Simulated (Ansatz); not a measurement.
**BBrFH5Si2: two geometries relaxed**

Aim: relax the geometries before and after the shift of H7 from Si4 to B2, and see whether they are two minima and how far apart in energy. SMILES of the start: FB(Br)[SiH2][SiH3].

Program: Ansatz 0.2.0. Level of theory: RKS PBE0-D4/def2-SVP. These are calculated values, not measurements.

### 1 The starting structure

Bond lengths: F1–B2 1.495 Å, B2–Br3 2.009 Å, B2–Si4 1.916 Å, Si4–Si5 2.219 Å, Si4–H6 1.432 Å, Si4–H7 1.513 Å, Si5–H8 1.471 Å, Si5–H9 1.503 Å, Si5–H10 1.488 Å. Angles (14 of 15 angles, heavy atoms first): F1–B2–Br3 119.2°, F1–B2–Si4 119.6°, Br3–B2–Si4 121.1°, B2–Si4–Si5 110.0°, B2–Si4–H6 113.5°, B2–Si4–H7 107.5°, Si5–Si4–H6 110.6°, Si5–Si4–H7 106.8°, Si4–Si5–H8 111.0°, Si4–Si5–H9 112.5°, Si4–Si5–H10 108.7°, H6–Si4–H7 108.2°, H8–Si5–H9 110.0°, H8–Si5–H10 107.9°.

Coordinates:

```xyz
10

F     2.1213   -1.5909    0.3244
B     0.7450   -1.6458   -0.2563
Br   -0.1943   -3.4169   -0.3886
Si   -0.0865   -0.0345   -0.8751
Si   -0.3906    1.3624    0.8219
H     0.6319    0.6081   -1.9343
H    -1.4607   -0.4016   -1.3899
H    -1.0415    2.6024    0.3732
H    -1.1794    0.7429    1.9411
H     0.9378    1.7226    1.3867
```

### 2 Relaxing end A

input.yaml reads:

```yaml
crystal:
  periodic: [false, false, false]
  atoms:
    - { symbol: F, position_ang: [2.1213, -1.5909, 0.3244] }
    - { symbol: B, position_ang: [0.745, -1.6458, -0.2563] }
    - { symbol: Br, position_ang: [-0.1943, -3.4169, -0.3886] }
    - { symbol: Si, position_ang: [-0.0865, -0.0345, -0.8751] }
    - { symbol: Si, position_ang: [-0.3906, 1.3624, 0.8219] }
    - { symbol: H, position_ang: [0.6319, 0.6081, -1.9343] }
    - { symbol: H, position_ang: [-1.4607, -0.4016, -1.3899] }
    - { symbol: H, position_ang: [-1.0415, 2.6024, 0.3732] }
    - { symbol: H, position_ang: [-1.1794, 0.7429, 1.9411] }
    - { symbol: H, position_ang: [0.9378, 1.7226, 1.3867] }
basis:
  gaussian: { orbitals: def2-SVP }
hamiltonian:
  xc: pbe0
  dispersion: d4
relax:
  f_tol: 0.02
  max_steps: 50
```

Started as:

```sh
$ ansatz run input.yaml --threads 2 --pin off --max-ram 3072MiB --backend cpu --events-out ev --progress --plain --runs-dir out
```

The program printed, cut to the lines that bear on the results:

```text
Warning: RAYON_NUM_THREADS=2 ignored (pool sized by the plan → 2); use --threads N
[...]
Functional definition: PBE0
[...]
1253 factors; integrals over basis functions are off by at most 3.3e-4 eV
[...]
mean field -89242.99250060 eV, -3279.6194833240 hartree, gradient 4.4e-5 eV, S^2 0.000000; 0 other end points of the search recorded, 0 dependent functions left out
[...]
reference -89242.99252954 eV, -3279.6194843876 hartree; 41, 41 occupied and 80, 80 virtual orbitals, 1253 factors
relax step   1: F+E_penalty+E_count = -89243.21667602 eV  Δ(F+E_penalty+E_count) = +0.000e0 eV  max|allowed force component| = 4.398e0 eV/Å  Δτ_max = 0.0000 Å  (25 SCF iters, accepted)
[...]
relax step   4: F+E_penalty+E_count = -89244.00930770 eV  Δ(F+E_penalty+E_count) = -2.081e-2 eV  max|allowed force component| = 1.315e0 eV/Å  Δτ_max = 0.2000 Å  (30 SCF iters, accepted)
[...]
relax step   7: F+E_penalty+E_count = -89244.10085724 eV  Δ(F+E_penalty+E_count) = -3.528e-3 eV  max|allowed force component| = 4.692e-2 eV/Å  Δτ_max = 0.0885 Å  (28 SCF iters, accepted)
[...]
relax step  10: F+E_penalty+E_count = -89244.10701781 eV  Δ(F+E_penalty+E_count) = -1.824e-3 eV  max|allowed force component| = 2.008e-1 eV/Å  Δτ_max = 0.1168 Å  (29 SCF iters, accepted)
[...]
relax step  13: F+E_penalty+E_count = -89244.11774515 eV  Δ(F+E_penalty+E_count) = -4.069e-3 eV  max|allowed force component| = 4.542e-2 eV/Å  Δτ_max = 0.1037 Å  (27 SCF iters, accepted)
[...]
relax step  14: F+E_penalty+E_count = -89244.11843255 eV  Δ(F+E_penalty+E_count) = -6.874e-4 eV  max|allowed force component| = 4.440e-1 eV/Å  Δτ_max = 0.1953 Å  (29 SCF iters, accepted)
[...]
1253 factors; integrals over basis functions are off by at most 4.5e-4 eV
```

### 3 The log goes on: end point A relaxed

The log, continued, cut to the lines that bear on the results:

```text
mean field -89243.89388204 eV, -3279.6526084809 hartree, gradient 1.9e-5 eV, S^2 0.000000; 0 other end points of the search recorded, 0 dependent functions left out
[...]
reference -89243.89391110 eV, -3279.6526095488 hartree; 41, 41 occupied and 80, 80 virtual orbitals, 1253 factors
relax step  15: F+E_penalty+E_count = -89244.12068520 eV  Δ(F+E_penalty+E_count) = -2.253e-3 eV  max|allowed force component| = 1.656e-1 eV/Å  Δτ_max = 0.0249 Å  (29 SCF iters, accepted)
[...]
relax step  17: F+E_penalty+E_count = -89244.12249800 eV  Δ(F+E_penalty+E_count) = -1.210e-3 eV  max|allowed force component| = 8.624e-2 eV/Å  Δτ_max = 0.0433 Å  (28 SCF iters, accepted)
[...]
relax step  19: F+E_penalty+E_count = -89244.12174650 eV  Δ(F+E_penalty+E_count) = +1.425e-3 eV  max|allowed force component| = 1.478e-1 eV/Å  Δτ_max = 0.0593 Å  (28 SCF iters, rejected (line search))
[...]
Atom 0 at     2.108018    -2.005666    -0.589371 Å, force    -0.002447     0.004339     0.000478 eV/Å
Atom 1 at     0.851401    -1.692076    -0.360103 Å, force    -0.002672    -0.015516     0.007503 eV/Å
Atom 2 at    -0.171262    -2.911996     0.716555 Å, force     0.006392     0.010469    -0.006908 eV/Å
Atom 3 at    -0.023877     0.016263    -1.000550 Å, force    -0.000519    -0.001928    -0.001077 eV/Å
Atom 4 at    -0.479870     1.316224     0.903494 Å, force    -0.002313     0.002361    -0.001041 eV/Å
Atom 5 at     0.847453     0.771661    -1.953512 Å, force     0.000210     0.001442    -0.000101 eV/Å
Atom 6 at    -1.319956    -0.318951    -1.668730 Å, force    -0.001007     0.000572     0.000557 eV/Å
Atom 7 at    -1.118556     2.610125     0.513423 Å, force     0.001608    -0.001104     0.001833 eV/Å
Atom 8 at    -1.401370     0.560518     1.804653 Å, force     0.000353     0.000447    -0.001616 eV/Å
Atom 9 at     0.791019     1.602599     1.637242 Å, force     0.000394    -0.001081     0.000372 eV/Å
Dipole moment:    -0.057153     0.130005    -0.049157 e Å
```

Run time: 96 s. Hardware: 2 threads of Intel Xeon Platinum 8488C (Sapphire Rapids), shared host; peak memory 0.34 GiB.

Step by step:

```tsv
step	energy from step 1 (eV)	largest force component (eV/Å)
1	0.0000	4.3981
2	-0.6859	2.5089
3	-0.7718	2.2201
4	-0.7926	1.3150
5x	-0.7785	0.5628
6	-0.8807	0.1493
7	-0.8842	0.0469
8	-0.8864	0.1957
9	-0.8885	0.0995
10	-0.8903	0.2008
11	-0.8925	0.1582
12	-0.8970	0.0873
13	-0.9011	0.0454
14	-0.9018	0.4440
15	-0.9040	0.1656
16	-0.9046	0.0616
17	-0.9058	0.0862
18	-0.9065	0.1772
19x	-0.9051	0.1478
20	-0.9073	0.0401
21	-0.9077	0.0535
22	-0.9078	0.0449
23	-0.9079	0.0426
24	-0.9079	0.0252
25	-0.9080	0.0155
```

Step 1 is the start. 2 steps were tried and not accepted (marked x).

After: Bond lengths: F1–B2 1.315 Å, B2–Br3 1.922 Å, B2–Si4 2.024 Å, Si4–Si5 2.350 Å, Si4–H6 1.496 Å, Si4–H7 1.496 Å, Si5–H8 1.495 Å, Si5–H9 1.494 Å, Si5–H10 1.495 Å. Angles (14 of 15 angles, heavy atoms first): F1–B2–Br3 117.0°, F1–B2–Si4 124.0°, Br3–B2–Si4 118.9°, B2–Si4–Si5 107.1°, B2–Si4–H6 112.1°, B2–Si4–H7 109.1°, Si5–Si4–H6 110.5°, Si5–Si4–H7 108.5°, Si4–Si5–H8 110.5°, Si4–Si5–H9 109.2°, Si4–Si5–H10 109.8°, H6–Si4–H7 109.5°, H8–Si5–H9 109.4°, H8–Si5–H10 109.0°.

### 4 End point B

The second end starts from a geometry with the move made by hand.

input.yaml: that of step 2 with these lines changed.

```diff
@@ -9,3 +9,3 @@
     - { symbol: H, position_ang: [0.6319, 0.6081, -1.9343] }
-    - { symbol: H, position_ang: [-1.4607, -0.4016, -1.3899] }
+    - { symbol: H, position_ang: [-0.36561, -1.30971, -0.40629] }
     - { symbol: H, position_ang: [-1.0415, 2.6024, 0.3732] }
```

Started as:

```sh
$ ansatz run input.yaml --threads 2 --pin off --max-ram 3072MiB --backend cpu --events-out ev --progress --plain --runs-dir out
```

The program printed, cut to the lines that bear on the results:

```text
Warning: RAYON_NUM_THREADS=2 ignored (pool sized by the plan → 2); use --threads N
[...]
[... 1 set-up line as earlier in the session ...]
[...]
1252 factors; integrals over basis functions are off by at most 4.0e-4 eV
[...]
mean field -89238.69847149 eV, -3279.4616806651 hartree, gradient 1.1e-5 eV, S^2 0.000000; 0 other end points of the search recorded, 0 dependent functions left out
[...]
reference -89238.69849978 eV, -3279.4616817046 hartree; 41, 41 occupied and 80, 80 virtual orbitals, 1252 factors
relax step   1: F+E_penalty+E_count = -89238.92194829 eV  Δ(F+E_penalty+E_count) = +0.000e0 eV  max|allowed force component| = 9.034e0 eV/Å  Δτ_max = 0.0000 Å  (30 SCF iters, accepted)
[...]
relax step   7: F+E_penalty+E_count = -89243.87858605 eV  Δ(F+E_penalty+E_count) = -2.494e-1 eV  max|allowed force component| = 6.116e-1 eV/Å  Δτ_max = 0.1992 Å  (29 SCF iters, accepted)
[...]
relax step  13: F+E_penalty+E_count = -89244.09292726 eV  Δ(F+E_penalty+E_count) = -1.466e-3 eV  max|allowed force component| = 8.019e-2 eV/Å  Δτ_max = 0.0601 Å  (28 SCF iters, accepted)
[...]
relax step  19: F+E_penalty+E_count = -89244.10440373 eV  Δ(F+E_penalty+E_count) = -2.566e-3 eV  max|allowed force component| = 1.084e-1 eV/Å  Δτ_max = 0.0399 Å  (30 SCF iters, accepted)
[...]
relax step  24: F+E_penalty+E_count = -89244.11669242 eV  Δ(F+E_penalty+E_count) = -5.601e-3 eV  max|allowed force component| = 7.703e-2 eV/Å  Δτ_max = 0.1500 Å  (28 SCF iters, accepted)
relax step  25: F+E_penalty+E_count = -89244.11712076 eV  Δ(F+E_penalty+E_count) = -4.283e-4 eV  max|allowed force component| = 1.377e-1 eV/Å  Δτ_max = 0.0740 Å  (28 SCF iters, accepted)
```

### 5 The log goes on: end point B relaxed

Output, continued, cut to the lines that bear on the results:

```text
relax step  26: F+E_penalty+E_count = -89244.11959234 eV  Δ(F+E_penalty+E_count) = -2.472e-3 eV  max|allowed force component| = 2.463e-1 eV/Å  Δτ_max = 0.1351 Å  (29 SCF iters, accepted)
[...]
relax step  32: F+E_penalty+E_count = -89244.12438685 eV  Δ(F+E_penalty+E_count) = -4.183e-4 eV  max|allowed force component| = 4.191e-2 eV/Å  Δτ_max = 0.0183 Å  (30 SCF iters, accepted)
[...]
relax step  33: F+E_penalty+E_count = -89244.12452177 eV  Δ(F+E_penalty+E_count) = -1.349e-4 eV  max|allowed force component| = 4.188e-3 eV/Å  Δτ_max = 0.0100 Å  (23 SCF iters, accepted)
1252 factors; integrals over basis functions are off by at most 6.9e-4 eV
[...]
mean field -89243.89562353 eV, -3279.6526724795 hartree, gradient 2.4e-5 eV, S^2 0.000000; 1 other end points of the search recorded, 0 dependent functions left out
[...]
Atom 0 at     2.324958    -1.967338    -0.476213 Å, force     0.000908    -0.000989     0.000527 eV/Å
Atom 1 at     1.055111    -1.739602    -0.219873 Å, force     0.001714     0.004111    -0.004188 eV/Å
Atom 2 at     0.159201    -2.983874     0.936806 Å, force    -0.000780    -0.000427     0.002410 eV/Å
Atom 3 at     0.038391    -0.127410    -0.900042 Å, force    -0.000041    -0.001302     0.003208 eV/Å
Atom 4 at    -0.416324     1.234823     0.960551 Å, force    -0.000649    -0.001653    -0.000832 eV/Å
Atom 5 at     0.814013     0.634235    -1.927865 Å, force    -0.001799     0.000412    -0.000607 eV/Å
Atom 6 at    -1.261881    -0.578258    -1.486834 Å, force     0.000051    -0.000219    -0.001456 eV/Å
Atom 7 at    -1.181011     2.450820     0.547710 Å, force     0.001113     0.000285    -0.000702 eV/Å
Atom 8 at    -1.220009     0.456592     1.950940 Å, force    -0.000783     0.002055     0.000227 eV/Å
Atom 9 at     0.865640     1.660600     1.601529 Å, force     0.000267    -0.002275     0.001411 eV/Å
Dipole moment:    -0.068510     0.122631    -0.052425 e Å
```

It took 1.7 min on 2 threads of Intel Xeon Platinum 8488C (Sapphire Rapids), shared host; peak memory 0.33 GiB.

The steps of the relaxation, one in 2:

```tsv
step	energy from step 1 (eV)	largest force component (eV/Å)
1	0.0000	9.0337
3	-2.9205	2.6713
5	-4.2967	1.2992
7	-4.9566	0.6116
9	-5.1500	0.2602
11	-5.1660	0.2003
13	-5.1710	0.0802
15	-5.1720	0.2591
17	-5.1794	0.0704
19	-5.1825	0.1084
21x	-5.1845	0.6162
23	-5.1891	0.2116
25	-5.1952	0.1377
27	-5.1989	0.1762
29	-5.2012	0.0601
31	-5.2020	0.1403
33	-5.2026	0.0042
```

Step 1 is the start. 1 step was tried and not accepted (marked x).

After: Bond lengths: F1–B2 1.315 Å, B2–Br3 1.921 Å, B2–Si4 2.024 Å, Si4–Si5 2.350 Å, Si4–H6 1.496 Å, Si4–H7 1.496 Å, Si5–H8 1.495 Å, Si5–H9 1.494 Å, Si5–H10 1.495 Å. Angles (14 of 15 angles, heavy atoms first): F1–B2–Br3 117.1°, F1–B2–Si4 123.9°, Br3–B2–Si4 119.0°, B2–Si4–Si5 107.0°, B2–Si4–H6 112.1°, B2–Si4–H7 109.2°, Si5–Si4–H6 110.4°, Si5–Si4–H7 108.5°, Si4–Si5–H8 110.6°, Si4–Si5–H9 109.1°, Si4–Si5–H10 109.8°, H6–Si4–H7 109.5°, H8–Si5–H9 109.4°, H8–Si5–H10 109.0°.

Pairs that crossed the distance rule for bonds on the way: moved apart B2–H7.

### 6 What came out

```
                           quantity                     value
                              end A  22 moves, 0.908 eV lower
                              end B  31 moves, 5.203 eV lower
largest difference between the ends                    0.03 Å
            end B relative to end A                 +0.000 eV
```

In words: The two relaxations end at one structure, within 0.03 Å: no second minimum was found from this start, which doesn't rule one out.
